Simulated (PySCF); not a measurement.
**Ce(SH)4: forces at shaken geometries**

Aim: move all atoms of relaxed Ce(SH)4 at random and read energies and forces. The species was built from a template and needn't be a known compound.

Computed with PySCF 2.14.0. Level: TPSS, Ce lcecp-2-SVP with ECP46, S def2-SVP, H def2-SVP; scalar-relativistic core potentials, no spin–orbit coupling.

4 further runs of the same task are left out: 2 for a known fault of the program, 1 that didn't finish, 1 set aside as unsound or not needed.

## Step 1: The starting structure

9 atoms, charge 0, spin multiplicity 1.

Bond lengths: Ce1–S2 2.616 Å, Ce1–S4 2.616 Å, Ce1–S6 2.616 Å, Ce1–S8 2.616 Å, S2–H3 1.361 Å, S4–H5 1.361 Å, S6–H7 1.361 Å, S8–H9 1.361 Å. Angles: S2–Ce1–S4 108.6°, S2–Ce1–S6 109.9°, S2–Ce1–S8 109.9°, S4–Ce1–S6 109.9°, S4–Ce1–S8 109.9°, S6–Ce1–S8 108.6°, Ce1–S2–H3 95.3°, Ce1–S4–H5 95.3°, Ce1–S6–H7 95.3°, Ce1–S8–H9 95.3°.

As a file:

```
atom    x (Å)    y (Å)    z (Å)
 Ce1   0.0000   0.0000   0.0000
  S2   1.6549   1.3330   1.5260
  H3   2.7654   1.0312   0.7997
  S4  -1.6549  -1.3330   1.5260
  H5  -2.7654  -1.0312   0.7997
  S6   1.3330  -1.6550  -1.5258
  H7   1.0311  -2.7653  -0.7998
  S8  -1.3330   1.6550  -1.5258
  H9  -1.0311   2.7653  -0.7998
```

Formal oxidation states: Ce +4. The 4f shell is empty and lies in the core potential. An earlier session relaxed this geometry at TPSS, Ce lcecp-2-SVP with ECP46, S def2-SVP, H def2-SVP (singlet, point group S4).

Its energy there is -1633.536174 Eh.

## Step 2: Atoms moved at random, σ = 0.1 Å

File run.py (the lines that set the calculation):

```python
mol = gto.M(atom='''
Ce     0.15250    -0.02117    -0.03219
S      1.56224     1.32467     1.51599
H      2.83405     1.23582     0.80351
S     -1.79404    -1.46764     1.64813
H     -2.79394    -0.99510     0.70923
S      1.40064    -1.70135    -1.63625
H      1.00157    -2.69312    -0.80587
S     -1.33637     1.71665    -1.33690
H     -1.02665     2.60124    -0.86564''',
    basis={'Ce': 'lcecp-2-SVP', 'S': 'def2-SVP', 'H': 'def2-SVP'},
    ecp={'Ce': 'lcecp-2-SVP'},
    charge=0, spin=0)
mf = dft.RKS(mol, xc='TPSS')
mf.grids.atom_grid = (50, 194)  # f atoms: unpruned, at least (60, 302)
mf = mf.density_fit()  # fitting sets: Ce AutoAux, S def2-universal-JKFIT, H def2-universal-JKFIT
mf.conv_tol = 1e-08; mf.max_cycle = 55
mf.kernel(dm0)  # dm0: the density of the relaxed state
```

Run with:

```
OMP_NUM_THREADS=2 python run.py
```

## Step 3: Atoms moved at random, σ = 0.03 Å

File run.py (the lines that set the calculation):

```python
mol = gto.M(atom='''
Ce     0.00736    -0.02319    -0.00022
S      1.59604     1.31606     1.55933
H      2.79051     1.01050     0.74955
S     -1.60775    -1.30052     1.52957
H     -2.77663    -1.04774     0.81686
S      1.33503    -1.66107    -1.50420
H      1.02040    -2.74778    -0.82183
S     -1.33861     1.66313    -1.52186
H     -1.02634     2.79062    -0.80719''',
    basis={'Ce': 'lcecp-2-SVP', 'S': 'def2-SVP', 'H': 'def2-SVP'},
    ecp={'Ce': 'lcecp-2-SVP'},
    charge=0, spin=0)
mf = dft.RKS(mol, xc='TPSS')
mf.grids.atom_grid = (50, 194)  # f atoms: unpruned, at least (60, 302)
mf = mf.density_fit()  # fitting sets: Ce AutoAux, S def2-universal-JKFIT, H def2-universal-JKFIT
mf.conv_tol = 1e-08; mf.max_cycle = 55
mf.kernel(dm0)  # dm0: the density of the relaxed state
```

## Step 4: Atoms moved at random, σ = 0.1 Å

File run.py (the lines that set the calculation):

```python
mol = gto.M(atom='''
Ce    -0.03022     0.23843    -0.11476
S      1.61344     1.32372     1.53776
H      2.84675     1.01631     0.63507
S     -1.66565    -1.39873     1.38753
H     -2.78562    -0.94267     0.96876
S      1.38543    -1.67143    -1.62550
H      1.04613    -2.74334    -0.74972
S     -1.33141     1.58318    -1.44505
H     -1.07885     2.59453    -0.59409''',
    basis={'Ce': 'lcecp-2-SVP', 'S': 'def2-SVP', 'H': 'def2-SVP'},
    ecp={'Ce': 'lcecp-2-SVP'},
    charge=0, spin=0)
mf = dft.RKS(mol, xc='TPSS')
mf.grids.atom_grid = (50, 194)  # f atoms: unpruned, at least (60, 302)
mf = mf.density_fit()  # fitting sets: Ce AutoAux, S def2-universal-JKFIT, H def2-universal-JKFIT
mf.conv_tol = 1e-08; mf.max_cycle = 55
mf.kernel(dm0)  # dm0: the density of the relaxed state
```

**Question.** What will these runs give? Wanted: for each run, σ; energy rise; harmonic estimate −½ F·u; largest force component.

**Answer**, as computed:

| σ (Å) | energy rise (eV) | harmonic estimate −½ F·u (eV) | largest force component (eV/Å) |
| --- | --- | --- | --- |
| 0.1 | 2.903 | 3.487 | 15.79 |
| 0.03 | 0.192 | 0.181 | 1.84 |
| 0.1 | 1.640 | 1.672 | 6.16 |

Every displacement raises the energy. For a harmonic well the rise equals −½ F·u; the two differ by at most 20 % here (a move with σ = 0.1 Å), from anharmonicity, the grid and the small forces left at the relaxed point. These are double-zeta-type bases without diffuse functions. Spin–orbit coupling is left out.
